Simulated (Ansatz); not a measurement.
input.yaml

```yaml
crystal:
  lattice:
    - [8.0146, 0.0, 0.0]
    - [0.0, 8.0146, 0.0]
    - [0.0, 0.0, 8.0146]
  atoms:
    - { symbol: Ba, position: [0.25, 0.25, 0.25] }
    - { symbol: Ti, position: [0.0, 0.0, 0.0] }
    - { symbol: O, position: [0.25, 0.0, 0.0] }
    - { symbol: O, position: [0.0, 0.25, 0.0] }
    - { symbol: O, position: [0.0, 0.0, 0.25] }
    - { symbol: Ba, position: [0.25, 0.25, 0.75] }
    - { symbol: Ti, position: [0.0, 0.0, 0.5] }
    - { symbol: O, position: [0.25, 0.0, 0.5] }
    - { symbol: O, position: [0.0, 0.25, 0.5] }
    - { symbol: O, position: [0.0, 0.0, 0.75] }
    - { symbol: Ba, position: [0.25, 0.75, 0.25] }
    - { symbol: Ti, position: [0.0, 0.5, 0.0] }
    - { symbol: F, position: [0.5, 0.5, -0.25] }
    - { symbol: O, position: [0.0, 0.75, 0.0] }
    - { symbol: O, position: [0.0, 0.5, 0.25] }
    - { symbol: Ba, position: [0.25, 0.75, 0.75] }
    - { symbol: Ti, position: [0.0, 0.5, 0.5] }
    - { symbol: O, position: [0.25, 0.5, 0.5] }
    - { symbol: O, position: [0.0, 0.75, 0.5] }
    - { symbol: O, position: [0.0, 0.5, 0.75] }
    - { symbol: Ba, position: [0.75, 0.25, 0.25] }
    - { symbol: Ti, position: [0.5, 0.0, 0.0] }
    - { symbol: O, position: [0.75, 0.0, 0.0] }
    - { symbol: O, position: [0.5, 0.25, 0.0] }
    - { symbol: O, position: [0.5, 0.0, 0.25] }
    - { symbol: Ba, position: [0.75, 0.25, 0.75] }
    - { symbol: Ti, position: [0.5, 0.0, 0.5] }
    - { symbol: O, position: [0.75, 0.0, 0.5] }
    - { symbol: O, position: [0.5, 0.25, 0.5] }
    - { symbol: O, position: [0.5, 0.0, 0.75] }
    - { symbol: Ba, position: [0.75, 0.75, 0.25] }
    - { symbol: Ti, position: [0.5, 0.5, 0.0] }
    - { symbol: O, position: [0.75, 0.5, 0.0] }
    - { symbol: O, position: [0.5, 0.75, 0.0] }
    - { symbol: O, position: [0.5, 0.5, 0.25] }
    - { symbol: Ba, position: [0.75, 0.75, 0.75] }
    - { symbol: Ti, position: [0.5, 0.5, 0.5] }
    - { symbol: O, position: [0.75, 0.5, 0.5] }
    - { symbol: O, position: [0.5, 0.75, 0.5] }
total_charge: -1
basis:
  ecutwfc: 420.0
kpoints:
  mp_grid: { grid: [2, 2, 2] }
hamiltonian:
  xc: pbe
  pseudopotentials: { kind: paw, azcp: { folder: soft_1 } }
scf:
  occupations: { method: fermi_dirac, width: 0.02 }
  lower_state_search: "off"
relax:
  f_tol: 0.03
  max_steps: 60
  adjacent_minimum: "off"
output:
  write_density: true
  write_potential: true
  elf: true
  volumetric_format: npy
```

Run as:

```bash
$ ansatz run input.yaml --threads 4 --pin off --max-ram 10240MiB --backend cpu --events-out ev --progress --plain --runs-dir out
```

Hardware: 4 threads of AMD EPYC 7R43 64-Core Processor (Zen 3), with other jobs on the host.

Q: Roughly how long does this run take, and how much memory?

A: 74 s, with a peak of 2.6 GiB, for 6 ionic steps.
